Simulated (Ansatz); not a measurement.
Consider a ranking of structure types by relaxed energy of Sb on several prototypes (Ansatz 0.2.0, Python API).

Script `prototypes.py`:
```python
"""Relaxed energies of Sb in several structure types."""

import warnings

import ansatz as az
import numpy as np
import spglib

XC = "r2scan"
TOLERANCE = 1e-09
N_EMPTY = 8
CUTOFF = 600
K_SPACING = 0.39
FILLING = "gaussian"
SMEARING_WIDTH = 0.1


def fcc(a_site, a):
    return (
        az.Lattice.fcc(a)
        .space_group(225)
        .atom(a_site, (0, 0, 0))
        .primitive()
    )


def bcc(a_site, a):
    return az.Crystal.bcc(a_site, a=a)


def sc(A, a):
    return (
        az.Lattice.cubic(a)
        .space_group(221)
        .atom(A, (0, 0, 0))
    )


def ground_state(name, crystal):
    calc = (
        crystal.calculation()
        .functional(XC)
        .scf(tolerance=TOLERANCE, extra_bands=N_EMPTY, algorithm="density_mixing")
        .basis(CUTOFF)  # cutoff of the orbital basis
        .kpoints(spacing=K_SPACING)
        .occupations(FILLING, width=SMEARING_WIDTH)  # smearing steadies the SCF of a metal
        .stress()  # positive in compression
        .band_table()  # levels at the mesh points
    )
    calc = calc.relax(force_tolerance=0.02, max_steps=60, cell=True)
    return calc.run(threads=1, pin="off")


def space_group(outcome):
    sites = outcome.report["lattice"]["sites"]
    kinds = sorted({site["symbol"] for site in sites})
    cell = (outcome.lattice.cell_ang, [site["position_frac"] for site in sites], [kinds.index(site["symbol"]) for site in sites])
    return spglib.get_spacegroup(cell, symprec=0.01)


def pressure_gpa(outcome):
    return float(np.trace(outcome.report["stress_gpa"]) / 3)


def main() -> None:
    # a is a first guess in angstrom
    warnings.simplefilter("ignore", az.DeckWarning)

    phases = {}
    phases["fcc"] = fcc("Sb", 4.94)
    phases["bcc"] = bcc("Sb", 3.92)
    phases["sc"] = sc("Sb", 3.21)

    done = {}
    for name, crystal in phases.items():
        done[name] = ground_state(name, crystal)
        print(f"{name}: {done[name].report['energy_sigma0_ev']:.4f} eV, {len(done[name].lattice.sites)} atoms")

    energy = {name: o.report["energy_sigma0_ev"] / len(o.lattice.sites) for name, o in done.items()}
    lowest = min(energy.values())
    rows = [(name, len(o.lattice.sites), 1000 * (energy[name] - lowest), space_group(o), pressure_gpa(o)) for name, o in done.items()]
    rows.sort(key=lambda row: row[2])
    print("     phase       atoms  dE (meV/atom)  space group     P (GPa)")
    for row in rows:
        print(f"{str(row[0]):>10}  {row[1]:10d}  {row[2]:13.1f}  {str(row[3]):>11}  {row[4]:10.2f}")


if __name__ == "__main__":
    main()
```

Which of these structures comes out lowest, and how far apart are they?

By space group at the end of each run: Pm-3m (+0 meV an atom, 29.4 Å³), Im-3m (+389 meV an atom, 27.5 Å³) and Fm-3m (+410 meV an atom, 27.2 Å³).

The run itself:

`python prototypes.py` gives:
```text
fcc: -6498.6795 eV, 1 atoms
bcc: -6498.7014 eV, 1 atoms
sc: -6499.0899 eV, 1 atoms
     phase       atoms  dE (meV/atom)  space group     P (GPa)
        sc           1            0.0  Pm-3m (221)       -0.05
       bcc           1          388.5  Im-3m (229)       -0.05
       fcc           1          410.4  Fm-3m (225)       -0.01
```

Notes:
- These settings explore the input space; cutoff and mesh may be short of convergence.
- The program warned that this SCF threshold is loose for forces or stresses.
- Pressure is positive in compression.
- The cells are built on prototypes, so most aren't the phase found in nature. Rows bear the name of their start, and a relaxation keeps or raises the symmetry. Differences under about 40 meV an atom lie within the error of mesh and functional.
- The script silences the warnings on its input, which a real study should read.
- Timing: 26 s on 1 thread of Arm Neoverse V1, on a shared host, peak memory 0.48 GiB.

(Lines on the test bed's own set-up are left out of the output.)
